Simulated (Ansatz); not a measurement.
# Tl (bcc type): the cost of one run

Computed with Ansatz 0.2.0 (DFT LDA, with the methods named in each step, unless a step's input says otherwise).

### 1 The structure to begin with

The structure is cubic, space group Im-3m (No. 229). The conventional cell has a = 3.792 Å, b = 3.792 Å, c = 3.792 Å, α = 90.00°, β = 90.00°, γ = 90.00°. Tl (site symmetry m-3m) is surrounded by 8 Tl at 3.28 Å.

Coordinates:

```xyz
1
Lattice="-1.8961 1.8961 1.8961 1.8961 -1.8961 1.8961 1.8961 1.8961 -1.8961" Properties=species:S:1:pos:R:3 pbc="T T T"
Tl    0.0000    0.0000    0.0000
```

### 2 Bcc relaxed, PAW

Input file input.yaml:

```yaml
crystal:
  lattice:
    - [-1.8961139409, 1.8961139409, 1.8961139409]
    - [1.8961139409, -1.8961139409, 1.8961139409]
    - [1.8961139409, 1.8961139409, -1.8961139409]
  atoms:
    - { symbol: Tl, position: [0.0, 0.0, 0.0] }
kpoints:
  mp_grid: { grid: [15, 15, 15] }
scf:
  occupations: { method: fermi_dirac, width: 0.05 }
hamiltonian:
  xc: lda
  pseudopotentials: { kind: paw }
output:
  forces: true
  stress: true
relax:
  f_tol: 0.005
  max_steps: 40
  cell: {}
```

On the command line:

```console
> ansatz run input.yaml --threads 1 --pin off --max-ram 3072MiB --backend cpu --events-out ev --progress --plain --runs-dir out
```

**Question.** How long does this run take on 1 thread of Arm Neoverse V1, shared host, and how much memory does it need?

About 3.9 s, with a peak of 0.3 GiB.
